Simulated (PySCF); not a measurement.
# C6H8O2: the cost of one run

Programs: PySCF 2.14.0, with routines of our own; each step states its level. All values are computed. Atoms count from 0.

## Step 1: The system as given

16 atoms, charge 0, multiplicity 1; geometry from: GFN2-xTB.

## Step 2: Magnetic properties: GIAO PBE0/pcSseg-1

The job: settings as JSON, then the geometry in Å.

```
{"job": {"kind": "mag", "xc": "PBE0", "basis": "pcSseg-1", "isotopologues": 2}, "charge": 0, "multiplicity": 1}
C     -2.693627     0.176768    -0.377453
C     -1.504194    -0.329298    -0.099327
C     -0.974284    -1.678470     0.314080
O      0.358362    -1.141232     0.338481
C     -0.122247     0.120582    -0.047106
C      0.491232     1.283254    -0.272362
O      1.801120     1.610598    -0.195412
C      2.693857     0.582866     0.180579
H     -3.582228    -0.427912    -0.328579
H     -2.811639     1.207193    -0.660449
H     -1.285520    -2.034717     1.298634
H     -1.075698    -2.477872    -0.423527
H     -0.108592     2.131923    -0.566432
H      3.686061     1.031188     0.182977
H      2.662820    -0.245153    -0.531303
H      2.456980     0.199228     1.175788
```

With the program's defaults for keys left out, this is: GIAO PBE0/pcSseg-1 magnetisability, rotational g tensor and spin-rotation constants, non-relativistic, gas phase.

Launch:

```bash
OMP_NUM_THREADS=1 python excited_run.py task.json out
```

This one command runs all jobs of the session in turn.

**Question.** How long does this first job take on 1 thread of Arm Neoverse N1, shared host, and how much memory does it need?

About 42 s, with a peak of 0.78 GiB.
